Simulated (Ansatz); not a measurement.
# H2Ru: the cost of one run

Method: def2-QZVPP, core rule «outside noble gas», up to 4 orbitals frozen; program: Ansatz 0.2.0, Gaussian basis.

Plan: UHF; ROHF; CCSD(T) on UHF.

2 further runs of the same task are left out: 2 set aside as unsound or not needed. Runs told in other sessions of the task aren't counted.

**1. The system**

The geometry is a PBE0/def2-TZVP stationary point (not a proven minimum) of the parent state, kept for this charge and spin. No spin-orbit coupling is included. Elements past krypton take def2 core potentials.

3 atoms, charge 1, spin multiplicity 2.

Atoms are counted from 1 here; the program's logs count them from 0.

Bond lengths: Ru1–H2 1.559 Å, Ru1–H3 1.559 Å. Angles: H2–Ru1–H3 75.0°.

**2. UHF**

in.yaml

```yaml
crystal:
  periodic: [false, false, false]
  atoms:
    - {symbol: Ru, position_ang: [0.000000, 0.000000, -0.024187]}
    - {symbol: H, position_ang: [0.000000, 0.949682, 1.212659]}
    - {symbol: H, position_ang: [0.000000, -0.949682, 1.212659]}
basis:
  gaussian: {orbitals: "def2-QZVPP.json"}
total_charge: 1
magnetization: {spin_polarized: true, initial_magnetization: 1}
hamiltonian: {xc: hf}
output: {orbitals: {seedname: orbitals}}
```

Launch:

```sh
$ ansatz run in.yaml --threads 1 --pin off --events-out ev --progress --plain --max-ram 4096MiB --backend cpu
```

Q: Estimate wall time and peak memory on 1 thread of AMD EPYC 7R13, shared host.

About 26 s, with a peak of 0.31 GiB.
